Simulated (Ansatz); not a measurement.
**Ga₂F (doublet): PBE, BLYP, r2SCAN, PBE0, B3LYP over vertical spin and charge gaps and displaced geometries, cc-pVDZ, part 1 of 2**

Aim: run Ga₂F (doublet) with these functionals over vertical spin and charge gaps and displaced geometries, and hold them against the top wave-function level at the same points.

Program: Ansatz 0.2.0, Gaussian basis. Level of theory: cc-pVDZ, all electrons in the functionals. These are calculated values, not measurements.

The runs, in order: PBE, BLYP, r2SCAN, PBE0, B3LYP, at charge 0, doublet; charge 0, quartet; charge 1, singlet; charge 1, triplet; displaced geometry v1; displaced geometry v2 (not every functional at every point).

29 further runs of the same task are left out: 8 for a known fault of the program, 10 that didn't finish, 11 set aside as unsound or not needed.

## 1. The geometry

The geometry is a PBE0/def2-TZVP stationary point (not a proven minimum). No spin-orbit coupling is included. The filled d shell of Ga may be among the frozen orbitals whatever the setting's name suggests; the logs give the count.

3 atoms, charge 0, spin multiplicity 2.

Atoms are counted from 1 here; the program's logs count them from 0.

Bond lengths: F1–Ga2 2.024 Å, F1–Ga3 2.024 Å. Angles: Ga2–F1–Ga3 90.2°.

No dispersion term is added. B3LYP takes the VWN-RPA correlation.

The geometry shown and the zero of energy belong to the point charge 0, doublet. The yardstick, UCCSDT(Q), and other wave-function levels (R restricted, U unrestricted, valence and pair active spaces) come from earlier runs.

## 2. PBE, charge 0, doublet

in.yaml reads:

```yaml
crystal:
  periodic: [false, false, false]
  atoms:
    - {symbol: F, position_ang: [0.000000, -1.257606, 0.000000]}
    - {symbol: Ga, position_ang: [0.000000, 0.171339, 1.432973]}
    - {symbol: Ga, position_ang: [0.000000, 0.171339, -1.432973]}
basis:
  gaussian: {orbitals: cc-pVDZ}
magnetization: {spin_polarized: true, initial_magnetization: 1}
hamiltonian: {xc: {name: PBE}}
output: {orbitals: {seedname: orbitals}}
```

On the command line:

```sh
ansatz run in.yaml --threads 1 --pin off --events-out ev --progress --plain --max-ram 2393MiB
```

Standard output, cut to the lines that bear on the results:

```text
Functional definition: PBE
  name "PBE"
  cite "Perdew, Burke & Ernzerhof, Phys. Rev. Lett. 77, 3865 (1996) doi:10.1103/PhysRevLett.77.3865"
  parent pbe
[...]
892 factors; their error is unknown
[...]
mean field -107454.11359155 eV, -3948.8658394752 hartree, gradient 1.1e-5 eV, S^2 0.753318; 4 other end points of the search recorded, 0 dependent functions left out
reference -107454.11362687 eV, -3948.8658407732 hartree; 36, 35 occupied and 32, 33 virtual orbitals, 892 factors
Total energy: -107454.11362687 eV, -3948.8658407732 hartree
```

It took 4.8 s on 1 thread of Arm Neoverse V2, shared host.

From the report: ⟨S²⟩ of the determinant 0.753 (pure doublet: 0.75).

## 3. PBE, charge 0, quartet

in.yaml, as its differences from that of step 2:

```diff
@@ -8,3 +8,3 @@
   gaussian: {orbitals: cc-pVDZ}
-magnetization: {spin_polarized: true, initial_magnetization: 1}
+magnetization: {spin_polarized: true, initial_magnetization: 3}
 hamiltonian: {xc: {name: PBE}}
```

Same command.

Standard output, cut to the lines that bear on the results:

```text
Functional definition: PBE
  name "PBE"
  cite "Perdew, Burke & Ernzerhof, Phys. Rev. Lett. 77, 3865 (1996) doi:10.1103/PhysRevLett.77.3865"
  parent pbe
[...]
892 factors; their error is unknown
[...]
mean field -107450.74870811 eV, -3948.7421822898 hartree, gradient 1.8e-6 eV, S^2 3.752349; 10 other end points of the search recorded, 0 dependent functions left out
reference -107450.74874528 eV, -3948.7421836558 hartree; 37, 34 occupied and 31, 34 virtual orbitals, 892 factors
Total energy: -107450.74874528 eV, -3948.7421836558 hartree
```

It took 11 s on 1 thread of Arm Neoverse V2, shared host.

From the report: ⟨S²⟩ of the determinant 3.752 (pure quartet: 3.75).

From charge 0, doublet: +77.6 kcal/mol.

## 4. PBE, charge 1, singlet

in.yaml, as its differences from that of step 3:

```diff
@@ -8,3 +8,3 @@
   gaussian: {orbitals: cc-pVDZ}
-magnetization: {spin_polarized: true, initial_magnetization: 3}
+total_charge: 1
 hamiltonian: {xc: {name: PBE}}
```

Launched as before.

Standard output, cut to the lines that bear on the results:

```text
Functional definition: PBE
  name "PBE"
  cite "Perdew, Burke & Ernzerhof, Phys. Rev. Lett. 77, 3865 (1996) doi:10.1103/PhysRevLett.77.3865"
  parent pbe
[...]
892 factors; their error is unknown
[...]
mean field -107447.99715017 eV, -3948.6410644003 hartree, gradient 4.8e-5 eV, S^2 0.000000; 0 other end points of the search recorded, 0 dependent functions left out
reference -107447.99718494 eV, -3948.6410656781 hartree; 35, 35 occupied and 33, 33 virtual orbitals, 892 factors
Total energy: -107447.99718494 eV, -3948.6410656781 hartree
```

Wall time 1.1 s (1 thread of Arm Neoverse V2, shared host).

From charge 0, doublet: +141.0 kcal/mol.

## 5. PBE, charge 1, triplet

in.yaml, as its differences from that of step 4:

```diff
@@ -9,2 +9,3 @@
 total_charge: 1
+magnetization: {spin_polarized: true, initial_magnetization: 2}
 hamiltonian: {xc: {name: PBE}}
```

Same command.

Standard output, cut to the lines that bear on the results:

```text
Functional definition: PBE
  name "PBE"
  cite "Perdew, Burke & Ernzerhof, Phys. Rev. Lett. 77, 3865 (1996) doi:10.1103/PhysRevLett.77.3865"
  parent pbe
[...]
892 factors; their error is unknown
[...]
mean field -107444.78020602 eV, -3948.5228438835 hartree, gradient 2.7e-5 eV, S^2 2.002785; 9 other end points of the search recorded, 0 dependent functions left out
reference -107444.78024599 eV, -3948.5228453522 hartree; 36, 34 occupied and 32, 34 virtual orbitals, 892 factors
Total energy: -107444.78024599 eV, -3948.5228453522 hartree
```

Wall time 8 s (1 thread of Arm Neoverse V2, shared host).

From the report: ⟨S²⟩ of the determinant 2.003 (pure triplet: 2.00).

From charge 0, doublet: +215.2 kcal/mol.

## 6. PBE, displaced geometry v1

in.yaml reads:

```yaml
crystal:
  periodic: [false, false, false]
  atoms:
    - {symbol: F, position_ang: [-0.020373, -1.269498, 0.028568]}
    - {symbol: Ga, position_ang: [-0.021206, 0.143304, 1.450387]}
    - {symbol: Ga, position_ang: [0.026758, 0.202614, -1.458172]}
basis:
  gaussian: {orbitals: cc-pVDZ}
magnetization: {spin_polarized: true, initial_magnetization: 1}
hamiltonian: {xc: {name: PBE}}
output: {orbitals: {seedname: orbitals}}
```

Same command.

Standard output, cut to the lines that bear on the results:

```text
Functional definition: PBE
  name "PBE"
  cite "Perdew, Burke & Ernzerhof, Phys. Rev. Lett. 77, 3865 (1996) doi:10.1103/PhysRevLett.77.3865"
  parent pbe
[...]
892 factors; their error is unknown
[...]
mean field -107454.11262422 eV, -3948.8658039267 hartree, gradient 1.4e-5 eV, S^2 0.753205; 4 other end points of the search recorded, 0 dependent functions left out
reference -107454.11265968 eV, -3948.8658052298 hartree; 36, 35 occupied and 32, 33 virtual orbitals, 892 factors
Total energy: -107454.11265968 eV, -3948.8658052298 hartree
```

Run time: 5.5 s. Hardware: 1 thread of Arm Neoverse V2, shared host.

From the report: ⟨S²⟩ of the determinant 0.753 (pure doublet: 0.75).

From charge 0, doublet: 0.0 kcal/mol.

## 7. PBE, displaced geometry v2

in.yaml reads:

```yaml
crystal:
  periodic: [false, false, false]
  atoms:
    - {symbol: F, position_ang: [0.111388, -1.250708, -0.006604]}
    - {symbol: Ga, position_ang: [-0.053486, 0.186611, 1.437963]}
    - {symbol: Ga, position_ang: [0.023134, 0.154187, -1.436163]}
basis:
  gaussian: {orbitals: cc-pVDZ}
magnetization: {spin_polarized: true, initial_magnetization: 1}
hamiltonian: {xc: {name: PBE}}
output: {orbitals: {seedname: orbitals}}
```

Launched as before.

Standard output, cut to the lines that bear on the results:

```text
Functional definition: PBE
  name "PBE"
  cite "Perdew, Burke & Ernzerhof, Phys. Rev. Lett. 77, 3865 (1996) doi:10.1103/PhysRevLett.77.3865"
  parent pbe
[...]
892 factors; their error is unknown
[...]
mean field -107454.11358545 eV, -3948.8658392510 hartree, gradient 3.4e-5 eV, S^2 0.753290; 4 other end points of the search recorded, 0 dependent functions left out
reference -107454.11362075 eV, -3948.8658405483 hartree; 36, 35 occupied and 32, 33 virtual orbitals, 892 factors
Total energy: -107454.11362075 eV, -3948.8658405483 hartree
```

Run time: 4.9 s. Hardware: 1 thread of Arm Neoverse V2, shared host.

From the report: ⟨S²⟩ of the determinant 0.753 (pure doublet: 0.75).

From charge 0, doublet: 0.0 kcal/mol.

## 8. BLYP, charge 0, doublet

in.yaml reads:

```yaml
crystal:
  periodic: [false, false, false]
  atoms:
    - {symbol: F, position_ang: [0.000000, -1.257606, 0.000000]}
    - {symbol: Ga, position_ang: [0.000000, 0.171339, 1.432973]}
    - {symbol: Ga, position_ang: [0.000000, 0.171339, -1.432973]}
basis:
  gaussian: {orbitals: cc-pVDZ}
magnetization: {spin_polarized: true, initial_magnetization: 1}
hamiltonian: {xc: {name: BLYP}}
```

Same command.

Standard output, cut to the lines that bear on the results:

```text
Functional definition: BLYP
  name "BLYP"
  cite "Becke, Phys. Rev. A 38, 3098 (1988) doi:10.1103/PhysRevA.38.3098"
  cite "Lee, Yang & Parr, Phys. Rev. B 37, 785 (1988) doi:10.1103/PhysRevB.37.785"
[...]
892 factors; their error is unknown
[...]
mean field -107476.49867920 eV, -3949.6884762731 hartree, gradient 1.4e-5 eV, S^2 0.752052; 4 other end points of the search recorded, 0 dependent functions left out
reference -107476.49894623 eV, -3949.6884860865 hartree; 36, 35 occupied and 32, 33 virtual orbitals, 892 factors
Total energy: -107476.49894623 eV, -3949.6884860865 hartree
```

Run time: 6 s. Hardware: 1 thread of Arm Neoverse V2, shared host.

From the report: ⟨S²⟩ of the determinant 0.752 (pure doublet: 0.75).

## 9. BLYP, charge 0, quartet

in.yaml, as its differences from that of step 8:

```diff
@@ -8,3 +8,3 @@
   gaussian: {orbitals: cc-pVDZ}
-magnetization: {spin_polarized: true, initial_magnetization: 1}
+magnetization: {spin_polarized: true, initial_magnetization: 3}
 hamiltonian: {xc: {name: BLYP}}
```

Launched as before.

Standard output, cut to the lines that bear on the results:

```text
Functional definition: BLYP
  name "BLYP"
  cite "Becke, Phys. Rev. A 38, 3098 (1988) doi:10.1103/PhysRevA.38.3098"
  cite "Lee, Yang & Parr, Phys. Rev. B 37, 785 (1988) doi:10.1103/PhysRevB.37.785"
[...]
892 factors; their error is unknown
[...]
mean field -107472.91193266 eV, -3949.5566657690 hartree, gradient 3.4e-6 eV, S^2 3.751541; 10 other end points of the search recorded, 0 dependent functions left out
reference -107472.91220119 eV, -3949.5566756374 hartree; 37, 34 occupied and 31, 34 virtual orbitals, 892 factors
Total energy: -107472.91220119 eV, -3949.5566756374 hartree
```

Run time: 11 s. Hardware: 1 thread of Arm Neoverse V2, shared host.

From the report: ⟨S²⟩ of the determinant 3.752 (pure quartet: 3.75).

From charge 0, doublet: +82.7 kcal/mol.

## 10. BLYP, displaced geometry v1

in.yaml reads:

```yaml
crystal:
  periodic: [false, false, false]
  atoms:
    - {symbol: F, position_ang: [-0.020373, -1.269498, 0.028568]}
    - {symbol: Ga, position_ang: [-0.021206, 0.143304, 1.450387]}
    - {symbol: Ga, position_ang: [0.026758, 0.202614, -1.458172]}
basis:
  gaussian: {orbitals: cc-pVDZ}
magnetization: {spin_polarized: true, initial_magnetization: 1}
hamiltonian: {xc: {name: BLYP}}
```

Same command.

Standard output, cut to the lines that bear on the results:

```text
Functional definition: BLYP
  name "BLYP"
  cite "Becke, Phys. Rev. A 38, 3098 (1988) doi:10.1103/PhysRevA.38.3098"
  cite "Lee, Yang & Parr, Phys. Rev. B 37, 785 (1988) doi:10.1103/PhysRevB.37.785"
[...]
892 factors; their error is unknown
[...]
mean field -107476.50862838 eV, -3949.6888418988 hartree, gradient 5.9e-6 eV, S^2 0.751982; 4 other end points of the search recorded, 0 dependent functions left out
reference -107476.50889670 eV, -3949.6888517595 hartree; 36, 35 occupied and 32, 33 virtual orbitals, 892 factors
Total energy: -107476.50889670 eV, -3949.6888517595 hartree
```

Run time: 5.5 s. Hardware: 1 thread of Arm Neoverse V2, shared host.

From the report: ⟨S²⟩ of the determinant 0.752 (pure doublet: 0.75).

From charge 0, doublet: -0.2 kcal/mol.

## 11. BLYP, displaced geometry v2

in.yaml reads:

```yaml
crystal:
  periodic: [false, false, false]
  atoms:
    - {symbol: F, position_ang: [0.111388, -1.250708, -0.006604]}
    - {symbol: Ga, position_ang: [-0.053486, 0.186611, 1.437963]}
    - {symbol: Ga, position_ang: [0.023134, 0.154187, -1.436163]}
basis:
  gaussian: {orbitals: cc-pVDZ}
magnetization: {spin_polarized: true, initial_magnetization: 1}
hamiltonian: {xc: {name: BLYP}}
```

The command is unchanged.

Standard output, cut to the lines that bear on the results:

```text
Functional definition: BLYP
  name "BLYP"
  cite "Becke, Phys. Rev. A 38, 3098 (1988) doi:10.1103/PhysRevA.38.3098"
  cite "Lee, Yang & Parr, Phys. Rev. B 37, 785 (1988) doi:10.1103/PhysRevB.37.785"
[...]
892 factors; their error is unknown
[...]
mean field -107476.50056728 eV, -3949.6885456591 hartree, gradient 3.2e-5 eV, S^2 0.752034; 4 other end points of the search recorded, 0 dependent functions left out
reference -107476.50083430 eV, -3949.6885554718 hartree; 36, 35 occupied and 32, 33 virtual orbitals, 892 factors
Total energy: -107476.50083430 eV, -3949.6885554718 hartree
```

Wall time 5.5 s (1 thread of Arm Neoverse V2, shared host).

From the report: ⟨S²⟩ of the determinant 0.752 (pure doublet: 0.75).

From charge 0, doublet: 0.0 kcal/mol.

## 12. r2SCAN, charge 0, doublet

in.yaml reads:

```yaml
crystal:
  periodic: [false, false, false]
  atoms:
    - {symbol: F, position_ang: [0.000000, -1.257606, 0.000000]}
    - {symbol: Ga, position_ang: [0.000000, 0.171339, 1.432973]}
    - {symbol: Ga, position_ang: [0.000000, 0.171339, -1.432973]}
basis:
  gaussian: {orbitals: cc-pVDZ}
magnetization: {spin_polarized: true, initial_magnetization: 1}
hamiltonian: {xc: {name: r2SCAN}}
```

The command is unchanged.

Standard output, cut to the lines that bear on the results:

```text
Functional definition: r2SCAN
  name "r2SCAN"
  cite "Furness, Kaplan, Ning, Perdew & Sun, J. Phys. Chem. Lett. 11, 8208 (2020) doi:10.1021/acs.jpclett.0c02405"
  cite "Furness, Kaplan, Ning, Perdew & Sun, J. Phys. Chem. Lett. 11, 9248 (2020) doi:10.1021/acs.jpclett.0c03077"
  parent r2scan
[...]
892 factors; their error is unknown
[...]
mean field -107470.43886495 eV, -3949.4657822072 hartree, gradient 4.0e-5 eV, S^2 0.762732; 5 other end points of the search recorded, 0 dependent functions left out
reference -107470.43887966 eV, -3949.4657827476 hartree; 36, 35 occupied and 32, 33 virtual orbitals, 892 factors
Total energy: -107470.43887966 eV, -3949.4657827476 hartree
```

Wall time 16 s (1 thread of Arm Neoverse V2, shared host).

From the report: ⟨S²⟩ of the determinant 0.763 (pure doublet: 0.75).

## 13. r2SCAN, charge 0, quartet

in.yaml, as its differences from that of step 12:

```diff
@@ -8,3 +8,3 @@
   gaussian: {orbitals: cc-pVDZ}
-magnetization: {spin_polarized: true, initial_magnetization: 1}
+magnetization: {spin_polarized: true, initial_magnetization: 3}
 hamiltonian: {xc: {name: r2SCAN}}
```

The command is unchanged.

Standard output, cut to the lines that bear on the results:

```text
Functional definition: r2SCAN
  name "r2SCAN"
  cite "Furness, Kaplan, Ning, Perdew & Sun, J. Phys. Chem. Lett. 11, 8208 (2020) doi:10.1021/acs.jpclett.0c02405"
  cite "Furness, Kaplan, Ning, Perdew & Sun, J. Phys. Chem. Lett. 11, 9248 (2020) doi:10.1021/acs.jpclett.0c03077"
  parent r2scan
[...]
892 factors; their error is unknown
[...]
mean field -107467.19012721 eV, -3949.3463932973 hartree, gradient 3.6e-5 eV, S^2 3.756756; 11 other end points of the search recorded, 0 dependent functions left out
reference -107467.19014216 eV, -3949.3463938466 hartree; 37, 34 occupied and 31, 34 virtual orbitals, 892 factors
Total energy: -107467.19014216 eV, -3949.3463938466 hartree
```

Wall time 32 s (1 thread of Arm Neoverse V2, shared host).

From the report: ⟨S²⟩ of the determinant 3.757 (pure quartet: 3.75).

From charge 0, doublet: +74.9 kcal/mol.

## 14. r2SCAN, charge 1, singlet

in.yaml, as its differences from that of step 13:

```diff
@@ -8,3 +8,4 @@
   gaussian: {orbitals: cc-pVDZ}
-magnetization: {spin_polarized: true, initial_magnetization: 3}
+total_charge: 1
 hamiltonian: {xc: {name: r2SCAN}}
+output: {forces: true}
```

The command is unchanged.

Standard output, cut to the lines that bear on the results:

```text
Functional definition: r2SCAN
  name "r2SCAN"
  cite "Furness, Kaplan, Ning, Perdew & Sun, J. Phys. Chem. Lett. 11, 8208 (2020) doi:10.1021/acs.jpclett.0c02405"
  cite "Furness, Kaplan, Ning, Perdew & Sun, J. Phys. Chem. Lett. 11, 9248 (2020) doi:10.1021/acs.jpclett.0c03077"
  parent r2scan
[...]
892 factors; their error is unknown
[...]
reference -107464.12251636 eV, -3949.2336606778 hartree; 35, 35 occupied and 33, 33 virtual orbitals, 892 factors
Total energy: -107464.12251636 eV, -3949.2336606778 hartree
Atom 0 at     0.000000    -1.257606     0.000000 Å, force    -0.000000     0.782883    -0.000000 eV/Å
Atom 1 at     0.000000     0.171339     1.432973 Å, force    -0.000000    -0.391442     0.765756 eV/Å
Atom 2 at     0.000000     0.171339    -1.432973 Å, force     0.000000    -0.391442    -0.765756 eV/Å
Dipole moment:    -0.000000     0.292178     0.000000 e Å
```

It took 3.4 s on 1 thread of Arm Neoverse V2, shared host.

From charge 0, doublet: +145.7 kcal/mol.

## 15. r2SCAN, charge 1, triplet

in.yaml, as its differences from that of step 14:

```diff
@@ -9,3 +9,3 @@
 total_charge: 1
+magnetization: {spin_polarized: true, initial_magnetization: 2}
 hamiltonian: {xc: {name: r2SCAN}}
-output: {forces: true}
```

Launched as before.

Standard output, cut to the lines that bear on the results:

```text
Functional definition: r2SCAN
  name "r2SCAN"
  cite "Furness, Kaplan, Ning, Perdew & Sun, J. Phys. Chem. Lett. 11, 8208 (2020) doi:10.1021/acs.jpclett.0c02405"
  cite "Furness, Kaplan, Ning, Perdew & Sun, J. Phys. Chem. Lett. 11, 9248 (2020) doi:10.1021/acs.jpclett.0c03077"
  parent r2scan
[...]
892 factors; their error is unknown
[...]
mean field -107461.03276206 eV, -3949.1201143014 hartree, gradient 2.4e-5 eV, S^2 2.006407; 10 other end points of the search recorded, 0 dependent functions left out
reference -107461.03277841 eV, -3949.1201149025 hartree; 36, 34 occupied and 32, 34 virtual orbitals, 892 factors
Total energy: -107461.03277841 eV, -3949.1201149025 hartree
```

Wall time 29 s (1 thread of Arm Neoverse V2, shared host).

From the report: ⟨S²⟩ of the determinant 2.006 (pure triplet: 2.00).

From charge 0, doublet: +216.9 kcal/mol.

## 16. r2SCAN, displaced geometry v1

in.yaml reads:

```yaml
crystal:
  periodic: [false, false, false]
  atoms:
    - {symbol: F, position_ang: [-0.020373, -1.269498, 0.028568]}
    - {symbol: Ga, position_ang: [-0.021206, 0.143304, 1.450387]}
    - {symbol: Ga, position_ang: [0.026758, 0.202614, -1.458172]}
basis:
  gaussian: {orbitals: cc-pVDZ}
magnetization: {spin_polarized: true, initial_magnetization: 1}
hamiltonian: {xc: {name: r2SCAN}}
output: {forces: true}
```

Same command.

Standard output:

```text
Functional definition: r2SCAN
  name "r2SCAN"
  cite "Furness, Kaplan, Ning, Perdew & Sun, J. Phys. Chem. Lett. 11, 8208 (2020) doi:10.1021/acs.jpclett.0c02405"
  cite "Furness, Kaplan, Ning, Perdew & Sun, J. Phys. Chem. Lett. 11, 9248 (2020) doi:10.1021/acs.jpclett.0c03077"
  parent r2scan
  parameter k0 = 0.174
  parameter k1 = 0.065
  parameter a1 = 4.9479
  exchange = r2scan_x(k0 = k0, k1 = k1, a1 = a1)
  correlation = r2scan_c
892 factors; their error is unknown
mean field evaluation 1: about -107468.2606 eV, gradient 2.5e1 eV
mean field evaluation 2: about -107429.9771 eV, gradient 1.1e2 eV
mean field evaluation 4: about -107470.4162 eV, gradient 2.1e0 eV
mean field evaluation 8: about -107470.4222 eV, gradient 3.5e-2 eV
mean field evaluation 16: about -107470.4223 eV, gradient 3.3e-5 eV
mean field evaluation 32: about -107469.6974 eV, gradient 2.8e0 eV
mean field -107470.42226334 eV, -3949.4651721092 hartree, gradient 3.3e-5 eV, S^2 0.762315; 5 other end points of the search recorded, 0 dependent functions left out
the calculation of the forces begins
reference -107470.42227814 eV, -3949.4651726531 hartree; 36, 35 occupied and 32, 33 virtual orbitals, 892 factors
Total energy: -107470.42227814 eV, -3949.4651726531 hartree
Atom 0 at    -0.020373    -1.269498     0.028568 Å, force     0.009157     0.381412    -0.196318 eV/Å
Atom 1 at    -0.021206     0.143304     1.450387 Å, force     0.000992    -0.092519    -0.151095 eV/Å
Atom 2 at     0.026758     0.202614    -1.458172 Å, force    -0.010149    -0.288893     0.347413 eV/Å
Dipole moment:     0.003162     0.177838    -0.023063 e Å
```

Run time: 18 s. Hardware: 1 thread of Arm Neoverse V2, shared host.

From the report: ⟨S²⟩ of the determinant 0.762 (pure doublet: 0.75).

From charge 0, doublet: +0.4 kcal/mol.

## 17. r2SCAN, displaced geometry v2

in.yaml reads:

```yaml
crystal:
  periodic: [false, false, false]
  atoms:
    - {symbol: F, position_ang: [0.111388, -1.250708, -0.006604]}
    - {symbol: Ga, position_ang: [-0.053486, 0.186611, 1.437963]}
    - {symbol: Ga, position_ang: [0.023134, 0.154187, -1.436163]}
basis:
  gaussian: {orbitals: cc-pVDZ}
magnetization: {spin_polarized: true, initial_magnetization: 1}
hamiltonian: {xc: {name: r2SCAN}}
```

Same command.

Standard output, cut to the lines that bear on the results:

```text
Functional definition: r2SCAN
  name "r2SCAN"
  cite "Furness, Kaplan, Ning, Perdew & Sun, J. Phys. Chem. Lett. 11, 8208 (2020) doi:10.1021/acs.jpclett.0c02405"
  cite "Furness, Kaplan, Ning, Perdew & Sun, J. Phys. Chem. Lett. 11, 9248 (2020) doi:10.1021/acs.jpclett.0c03077"
  parent r2scan
[...]
892 factors; their error is unknown
[...]
mean field -107470.43728619 eV, -3949.4657241887 hartree, gradient 3.0e-5 eV, S^2 0.762617; 4 other end points of the search recorded, 0 dependent functions left out
reference -107470.43730090 eV, -3949.4657247294 hartree; 36, 35 occupied and 32, 33 virtual orbitals, 892 factors
Total energy: -107470.43730090 eV, -3949.4657247294 hartree
```

Wall time 16 s (1 thread of Arm Neoverse V2, shared host).

From the report: ⟨S²⟩ of the determinant 0.763 (pure doublet: 0.75).

From charge 0, doublet: 0.0 kcal/mol.

(Continued in part 2 of 2.)
